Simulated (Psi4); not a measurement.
**PBE0/def2-SVPD run of AlClF2 (SMILES [F][Al]([F])[Cl])**

What is the energy change on altering one bond length of AlClF2 at PBE0/def2-SVPD? 

Program for the calculation: Psi4 1.11.

1 further run of the same task is left out (set aside as unsound or not needed).

### Step 1. The structure to begin with

AlClF2: 4 atoms, total charge 0, spin state singlet. As SMILES, `[F][Al]([F])[Cl]`. Geometry: relaxed at PBE0-D4/def2-TZVP.

Bond lengths: F1–Al2 1.631 Å, Al2–F3 1.631 Å, Al2–Cl4 2.061 Å. Angles: F1–Al2–F3 119.0°, F1–Al2–Cl4 120.5°, F3–Al2–Cl4 120.5°.

### Step 2. Energy and gradient at PBE0/def2-SVPD

calc.py reads:

```python
import psi4

psi4.set_memory(2200000000)
psi4.set_num_threads(1)
psi4.set_output_file('alclf2.out', False)

molecule = psi4.geometry("""
0 1
F
Al 1 1.630698
F 2 1.630693 1 118.97296
Cl 2 2.060827 3 120.5138 1 -179.98463
symmetry c1
no_reorient
no_com
""")

psi4.set_options({
    'reference': 'rks',
    'puream': True,
    'e_convergence': 1e-09,
    'd_convergence': 1e-08,
    'scf_type': 'pk',
    'dft_radial_points': 99,
    'dft_spherical_points': 590,
})

energy_value, wavefunction = psi4.gradient("pbe0/def2-SVPD", molecule=molecule, return_wfn=True)
psi4.oeprop(wavefunction, "WIBERG_LOWDIN_INDICES", "QUADRUPOLE", "MULLIKEN_CHARGES", title="PBE0")
print('gradient / Eh bohr^-1')
print(energy_value.np.round(6))
print(f'energy = {wavefunction.energy():.10f} Eh')
```

The run is started by

```
$ python calc.py
```

alclf2.out:

```text
[...]
  Running in c1 symmetry.
[...]
  Nuclear repulsion =  198.347941178733464
[...]
  Multiplicity = 1
[...]
  Nalpha       = 24
  Nbeta        = 24
[...]
    Number of basis functions: 97
[...]
   @RKS iter   1:  -901.56886703954569   -4.58090e-01   6.88687e-03 ADIIS/DIIS
[...]
   @RKS iter  10:  -901.72389642221549   -1.93268e-12   6.10909e-09 DIIS
[...]
  @RKS Final Energy:  -901.72389642221549
   => Energetics <=
    Nuclear Repulsion Energy =            198.3479411787334641
    One-Electron Energy =               -1646.0691093918426304
    Two-Electron Energy =                 597.0113888566756941
    DFT Exchange-Correlation Energy =     -51.0141170657820382
    Empirical Dispersion Energy =           0.0000000000000000
    VV10 Nonlocal Energy =                  0.0000000000000000
    Total Energy =                       -901.7238964222154891
[...]
  -Total Gradient:
     Atom            X                  Y                   Z
    ------   -----------------  -----------------  -----------------
       1        0.000004610744    -0.000079779193     0.016866590669
       2       -0.000012199736    -0.009486434433    -0.005587405846
       3        0.000004610735     0.014719797726    -0.008241680716
       4        0.000002515210    -0.005108341839    -0.003010839003
[...]
 Multipole Moments:
 ------------------------------------------------------------------------------------
     Multipole            Electronic (a.u.)      Nuclear  (a.u.)        Total (a.u.)
 ------------------------------------------------------------------------------------
 L = 1.  Multiply by 2.5417464519 to convert [e a0] to [Debye]
 Dipole X            :         -0.0005001            0.0001855           -0.0003147
 Dipole Y            :         -0.8503672            1.0258532            0.1754860
 Dipole Z            :         -0.5011568            0.6045964            0.1034396
 Magnitude           :                                                    0.2037037
 L = 2.  Multiply by 1.3450342976 to convert [e a0^2] to [Debye ang]
 Quadrupole XX       :        -22.2660931            0.0000089          -22.2660842
 Quadrupole XY       :         -0.0412345            0.0408909           -0.0003436
[...]
  Mulliken Charges: (a.u.)
   Center  Symbol    Alpha    Beta     Spin     Total
       1     F     4.80586  4.80586  0.00000 -0.61172
       2    AL     5.61468  5.61468  0.00000  1.77065
       3     F     4.80586  4.80586  0.00000 -0.61172
       4    CL     8.77361  8.77361  0.00000 -0.54721
   Total alpha = 24.00000, Total beta = 24.00000, Total charge =  0.00000
  Wiberg Bond Indices using Orthogonal Lowdin Orbitals:
[...]
```

Standard output:

```text
gradient / Eh bohr^-1
[[ 5.0000e-06 -8.0000e-05  1.6867e-02]
 [-1.2000e-05 -9.4860e-03 -5.5870e-03]
 [ 5.0000e-06  1.4720e-02 -8.2420e-03]
 [ 3.0000e-06 -5.1080e-03 -3.0110e-03]]
energy = -901.7238964222 Eh
```

Run time: 19 s. Hardware: 1 thread of Intel Xeon Platinum 8259CL at 2.50GHz (Skylake/Cascade Lake), shared host; peak memory 0.9 GiB.

### Step 3. The distorted shape at the same level

input.in reads:

```
memory 2200 mb

molecule m {
  0 1
  F
  Al 1 1.8753
  F 2 1.630693 1 118.97296
  Cl 2 2.060827 3 120.5138 1 -179.98461
  units angstrom
  symmetry c1
}

set globals {
  reference            rks
  puream               true
  e_convergence        1e-09
  d_convergence        1e-08
  scf_type             pk
  dft_radial_points    99
  dft_spherical_points 590
}

energy_value = gradient("pbe0/def2-SVPD")
print_variables()
```

The run is started by

```
$ psi4 -n 1 input.in input.out
```

input.out:

```text
[...]
  Running in c1 symmetry.
[...]
  Nuclear repulsion =  190.796851904467019
[...]
  Multiplicity = 1
[...]
  Nalpha       = 24
  Nbeta        = 24
[...]
    Number of basis functions: 97
[...]
   @RKS iter   1:  -901.54611387095258   -5.41370e-01   6.86235e-03 ADIIS/DIIS
[...]
   @RKS iter  11:  -901.70565534469245   -1.59162e-12   1.77902e-09 DIIS
[...]
    Orbital Energies [Eh]
    ---------------------
    Doubly Occupied:
       1A   -101.720974     2A    -56.280989     3A    -24.790064
       4A    -24.754385     5A     -9.570855     6A     -7.308978
       7A     -7.304480     8A     -7.303721     9A     -4.299701
      10A     -2.836878    11A     -2.831862    12A     -2.830306
      13A     -1.203038    14A     -1.137583    15A     -0.876415
      16A     -0.528404    17A     -0.474477    18A     -0.471707
      19A     -0.468904    20A     -0.435615    21A     -0.414900
      22A     -0.411566    23A     -0.387198    24A     -0.379353
[...]
  @RKS Final Energy:  -901.70565534469245
   => Energetics <=
    Nuclear Repulsion Energy =            190.7968519044670188
    One-Electron Energy =               -1630.8326752486666464
    Two-Electron Energy =                 589.2860601812104733
    DFT Exchange-Correlation Energy =     -50.9558921817032981
    Empirical Dispersion Energy =           0.0000000000000000
    VV10 Nonlocal Energy =                  0.0000000000000000
    Total Energy =                       -901.7056553446924454
[...]
 Multipole Moments:
 ------------------------------------------------------------------------------------
     Multipole            Electronic (a.u.)      Nuclear  (a.u.)        Total (a.u.)
 ------------------------------------------------------------------------------------
 L = 1.  Multiply by 2.5417464519 to convert [e a0] to [Debye]
 Dipole X            :         -0.0004801            0.0001857           -0.0002944
 Dipole Y            :         -0.8078959            1.0258532            0.2179573
 Dipole Z            :         -0.1519801            0.6619367            0.5099566
 Magnitude           :                                                    0.5545821
[...]
  -Total Gradient:
     Atom            X                  Y                   Z
    ------   -----------------  -----------------  -----------------
       1        0.000004120725     0.000197439641    -0.075323254346
       2       -0.000011434490    -0.009956094543     0.081452188740
       3        0.000004957150     0.013476874774    -0.005484057418
       4        0.000002832390    -0.003739060594    -0.000744582575
[...]
```

Run time: 21 s. Hardware: 1 thread of Intel Xeon Platinum 8259CL at 2.50GHz (Skylake/Cascade Lake), shared host; peak memory 0.9 GiB.

### Step 4. Results

At PBE0/def2-SVPD:

| quantity | value |
| --- | --- |
| first shape: total energy | -901.72390 Eh |
| first shape: dipole moment | 0.52 D |
| first shape: HOMO energy | -10.09 eV |
| first shape: LUMO energy | -1.62 eV |
| first shape: HOMO–LUMO gap | 8.48 eV |
| first shape: largest force on an atom | 0.867 eV/Å |
| distorted shape: total energy | -901.70566 Eh |
| distorted shape: dipole moment | 1.41 D |
| distorted shape: HOMO energy | -10.32 eV |
| distorted shape: LUMO energy | -2.14 eV |
| distorted shape: HOMO–LUMO gap | 8.18 eV |
| distorted shape: largest force on an atom | 4.220 eV/Å |
| energy change with the F1–Al2 bond stretched from 1.631 to 1.875 Å | 0.496 eV |

In words: With the F1–Al2 bond stretched from 1.631 to 1.875 Å the energy rises by 0.50 eV (11.4 kcal/mol). The first shape isn't relaxed at this level, so the change isn't measured from a minimum. The largest force (first shape) is 0.87 eV/Å: the shape isn't a stationary point for this species at this level.
